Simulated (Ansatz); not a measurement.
LaMnIn:

```xyz
3
Lattice="4.5933 0.0000 0.0000 -2.2967 3.9779 0.0000 0.0000 0.0000 4.0966" Properties=species:S:1:pos:R:3 pbc="T T T"
La    0.0000    0.0000    0.0000
In    0.0000    2.6520    2.0483
Mn    2.2967    1.3260    2.0483
```

The cell comes from a database or a generator and needn't be the stable form of this composition.

Base run:

```yaml
Program: Ansatz 0.2.0
Functional: RPBE
Potentials_or_basis: Ansatz PAW
Cutoff: "420 eV (not typed: the program's choice for these potentials)"
k_mesh: 7 × 7 × 7
Occupations: gaussian, width 0.05 eV
Spin: collinear spin, ferromagnetic start
Starting_moments: "[0.0, 0.0, 4.0] μB"
```

Its results: band gap on the k mesh none (metal or under the smearing width); pressure 7.4 GPa; net moment 3.13 μB per cell; site moments La -0.21; In -0.05; Mn +3.61 μB.

Task: The run is repeated on the same cell with these changes: functional from RPBE to PBE; occupations from gaussian, width 0.05 eV to gaussian, width 0.02 eV. What comes out?

Result: Band gap on the k mesh none (metal or under the smearing width); pressure 5.0 GPa; net moment 3.13 μB per cell; site moments La -0.20; In -0.05; Mn +3.55 μB.

Caveats: the PAW data sets come from PBE, with cores solved anew for the run's functional, which leaves a small shift of forces and pressure (some runs).
